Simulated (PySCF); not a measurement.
# HfSH2: structure of the singlet

The task is one start of a wider search on HfSH2: the singlet, from a trigonal pyramidal start. It is relaxed, tested by its Hessian and followed downhill if it is a saddle.

Program: PySCF 2.14.0. Level of theory: PBE0, basis Hf def2-TZVP with ECP60, S def2-TZVP, H def2-TZVP, scalar-relativistic core potentials, no spin–orbit coupling, density fitting. These are calculated values, not measurements.

## 1. The system as given

4 atoms, charge 0, spin multiplicity 1.

Bond lengths: Hf1–S2 2.220 Å, Hf1–H3 1.840 Å, Hf1–H4 1.840 Å. Angles: S2–Hf1–H3 99.8°, S2–Hf1–H4 99.8°, H3–Hf1–H4 99.8°.

Z-matrix (Å, degrees; charge 0 multiplicity 1):
```
Hf
S  1 2.2200
H  1 1.8400 2 99.75
H  1 1.8400 2 99.75 3 -101.77
```

## 2. Finding the electronic state

The steps below are one call of a driver around PySCF. For each, scf.py gives the equivalent set-up of the SCF; relaxations use the driver's own optimiser. After this first run the driver tries any further starts and a stability analysis.

The input, scf.py:

```python
from pyscf import gto, scf, dft
mol = gto.M(atom='''
Hf     0.000000     0.000000     0.000000
S     -0.980100    -1.697500     1.042200
H      1.624600     0.000000     0.863800
H     -0.812300     1.407000     0.863800''',
    basis={'Hf': 'def2-TZVP', 'S': 'def2-TZVP', 'H': 'def2-TZVP'},
    ecp={'Hf': 'def2-TZVP'},
    charge=0, spin=0)
mf = dft.RKS(mol, xc='PBE0')
mf.grids.atom_grid = (50, 194)
aux = {'Hf': 'def2-universal-JKFIT', 'S': 'def2-universal-JKFIT', 'H': 'def2-universal-JKFIT'}
mf = mf.density_fit(auxbasis=aux)
mf.conv_tol = 1e-08
mf.diis_space = 10
mf.max_cycle = 60
mf.init_guess = 'minao'
mf.verbose = 4
mf.kernel()
```

Started as:

```console
> OMP_NUM_THREADS=2 python axn.py task.json out
```

Standard output:

```text
init E= -428.534941642903
  HOMO = -0.456458809792322  LUMO = -0.298361649823376  gap/eV = 4.30204
cycle= 1 E= -447.15698762626  delta_E= -18.6  |g|= 0.569  |ddm|= 6.93
  HOMO = -0.175288954423699  LUMO = -0.0679876694407955  gap/eV = 2.91982
cycle= 2 E= -447.150079338904  delta_E= 0.00691  |g|= 0.579  |ddm|= 1.18
  HOMO = -0.252265505562423  LUMO = -0.108671336437615  gap/eV = 3.90740
cycle= 3 E= -447.237699193572  delta_E= -0.0876  |g|= 0.131  |ddm|= 0.583
  HOMO = -0.267719961439689  LUMO = -0.0967750021237479  gap/eV = 4.65165
cycle= 4 E= -447.238151976991  delta_E= -0.000453  |g|= 0.129  |ddm|= 0.217
  HOMO = -0.259966365552057  LUMO = -0.103689041732527  gap/eV = 4.25252
cycle= 5 E= -447.243578155988  delta_E= -0.00543  |g|= 0.00865  |ddm|= 0.108
  HOMO = -0.259896842277311  LUMO = -0.103366195294095  gap/eV = 4.25942
cycle= 6 E= -447.243595086452  delta_E= -1.69e-05  |g|= 0.00247  |ddm|= 0.00897
  HOMO = -0.25955574626296  LUMO = -0.103221368713664  gap/eV = 4.25408
cycle= 7 E= -447.243596847006  delta_E= -1.76e-06  |g|= 0.000652  |ddm|= 0.00266
  HOMO = -0.259608959321812  LUMO = -0.103262961773821  gap/eV = 4.25439
cycle= 8 E= -447.243596993479  delta_E= -1.46e-07  |g|= 0.00017  |ddm|= 0.000743
  HOMO = -0.259604736669738  LUMO = -0.103243237903214  gap/eV = 4.25481
cycle= 9 E= -447.243597009256  delta_E= -1.58e-08  |g|= 1.93e-05  |ddm|= 0.000334
  HOMO = -0.259604220142042  LUMO = -0.103243174522533  gap/eV = 4.25480
cycle= 10 E= -447.243597009601  delta_E= -3.45e-10  |g|= 4.37e-06  |ddm|= 4.58e-05
  HOMO = -0.259604713271731  LUMO = -0.103243462279172  gap/eV = 4.25481
Extra cycle  E= -447.243597009609  delta_E= -8.41e-12  |g|= 2.69e-06  |ddm|= 8.8e-06
converged SCF energy = -447.243597009609
```

This step, with its further starts and checks, took 13 s on 2 threads of Intel Xeon at 2.70GHz, shared host.

The starts that the driver tried:

| start | energy (Eh) |
| --- | --- |
| the minimal-basis guess | -447.243597 |
| a thermally smeared density | -447.243597 |
| a smeared PBE density | -447.243597 |

The test of internal stability and the other starts found no lower closed-shell solution.

## 3. Relaxing the singlet from the trigonal pyramidal start

The program finds Cs symmetry in the start, which this walk keeps. The walk stops when the largest gradient is under 0.0003 Eh/bohr and the energy has settled too.

Changes to scf.py since step 2:

```diff
@@ -3,4 +3,4 @@
-Hf     0.000000     0.000000     0.000000
-S     -0.980100    -1.697500     1.042200
-H      1.624600     0.000000     0.863800
-H     -0.812300     1.407000     0.863800''',
+Hf     0.142646     0.247061    -0.163893
+S     -0.837445    -1.450444     0.878307
+H      1.767264     0.247058     0.699917
+H     -0.669643     1.654046     0.699896''',
@@ -17 +16,0 @@
-mf.init_guess = 'minao'
```

Steps of the walk:

| step | energy (Eh) | change (kJ/mol) | largest symmetric gradient (Eh/bohr) |
| --- | --- | --- | --- |
| 0 | -447.243597 | 0.00 | 0.01798 |
| 1 | -447.244999 | -3.68 | 0.00459 |
| 2 | -447.245400 | -4.73 | 0.00251 |
| 3 | -447.245554 | -5.14 | 0.00057 |
| 4 | -447.245557 | -5.15 | 0.00012 |
| 5 | -447.245558 | -5.15 | 0.00005 |

The walk took 22 s.

It settles in Cs symmetry, 5.1 kJ/mol below the start, after 5 steps: Hf–H 1.845 Å (×2), Hf–S 2.189 Å; H–Hf–H 108.1°, H–Hf–S 104.2° (×2).

## 4. Hessian and properties

On the finer grid the gradient is checked again; gradients at displacements of ±0.02 bohr then give force constants and infrared intensities.

Changes to scf.py since step 3:

```diff
@@ -3,4 +3,4 @@
-Hf     0.142646     0.247061    -0.163893
-S     -0.837445    -1.450444     0.878307
-H      1.767264     0.247058     0.699917
-H     -0.669643     1.654046     0.699896''',
+Hf     0.145324     0.251699    -0.140843
+S     -0.852427    -1.476395     0.758994
+H      1.848168     0.213222     0.569328
+H     -0.739394     1.707193     0.569306''',
@@ -11 +11 @@
-mf.grids.atom_grid = (50, 194)
+mf.grids.atom_grid = (75, 302)
@@ -14 +14 @@
-mf.conv_tol = 1e-08
+mf.conv_tol = 1e-10
```

This SCF starts from the last density.

Log of the central SCF (cycles and frontier levels):

```text
init E= -447.245565589196
  HOMO = -0.265180862060607  LUMO = -0.106576967302103  gap/eV = 4.31583
cycle= 1 E= -447.245565589196  delta_E= -2.27e-13  |g|= 2.14e-06  |ddm|= 3.26e-06
  HOMO = -0.265181398626891  LUMO = -0.106576857170806  gap/eV = 4.31585
Extra cycle  E= -447.245565589197  delta_E= -1.48e-12  |g|= 3.23e-06  |ddm|= 4.21e-06
converged SCF energy = -447.245565589197
```

The whole step took 91 s.

Geometry: Cs; Hf–H 1.845 Å (×2), Hf–S 2.189 Å; H–Hf–H 108.1°, H–Hf–S 104.2° (×2).

Modes, for the most abundant isotopes:

```csv
symmetry,ω (cm⁻¹),IR (km/mol),type
a',408,107,bend
a'',472,26.1,bend
a',520,65.0,mixed
a',647,132,bend
a'',1699,333,stretch
a',1727,237,stretch
```

No imaginary mode, so this is a minimum.

Properties at this point:

```
Dipole moment                                                   : 6.06 D
Highest occupied level                                          : -7.22 eV
Lowest empty level                                              : -2.90 eV
Rotational constants                                            : 2.629, 0.1265, 0.1241 cm⁻¹
Zero-point energy                                               : 32.7 kJ/mol
Principal polarisabilities                                      : 48.3, 58.3, 85.4 bohr³
Atomisation energy without zero-point energy                    : 1122 kJ/mol
Principal traceless quadrupole moments about the centre of mass : -5.25, -3.58, 8.83 D Å
Entropy at 298.15 K and 1 bar                                   : 283.9 J/(mol K)
Heat capacity Cp at 298.15 K                                    : 54.1 J/(mol K)
Enthalpy at 298.15 K above 0 K                                  : 12.27 kJ/mol
Rotational symmetry number                                      : 1
```

Populations by atom (charges in e):

```tsv
atom	Mulliken	Löwdin	polar tensor	Mayer order to Hf1
Hf1	0.72	0.26	1.36	–
S2	-0.42	0.02	-0.67	2.37
H3,4	-0.15	-0.14	-0.35	0.96
```

Mulliken populations on Hf1 (outside its core potential): s 2.73, p 6.37, d 2.13, f 0.05.

## 5. Would spin polarisation lower it?

At the lowest minimum the closed shell is tested against spin polarisation, on the (50, 194) grid. It is stable.

## 6. Outcome

| quantity | value |
| --- | --- |
| minimum | singlet, Cs |
| geometry | Hf–H 1.845 Å (×2), Hf–S 2.189 Å; H–Hf–H 108.1°, H–Hf–S 104.2° (×2) |
| wavenumbers (cm⁻¹) | 408 (a'), 472 (a''), 520 (a'), 647 (a'), 1699 (a''), 1727 (a') |
| dipole moment | 6.06 D |
| highest occupied, lowest empty level | -7.22, -2.90 eV |
| polar-tensor charge of Hf1 | +1.36 e |
| zero-point energy | 32.7 kJ/mol |
| entropy at 298.15 K | 283.9 J/(mol K) |
| atomisation energy (no zero-point energy) | 1122 kJ/mol |

In words: The molecule stays Cs, as typed, and the end point is a minimum. The strongest infrared band lies at 1699 cm⁻¹ (a'', stretch). With 6.1 D the molecule is strongly polar. Only this shape and spin were tried, so other structures or states may lie lower. With an element this heavy the missing spin–orbit coupling can shift these numbers.

The search up to here took 2.2 min on 2 threads of Intel Xeon at 2.70GHz, shared host.
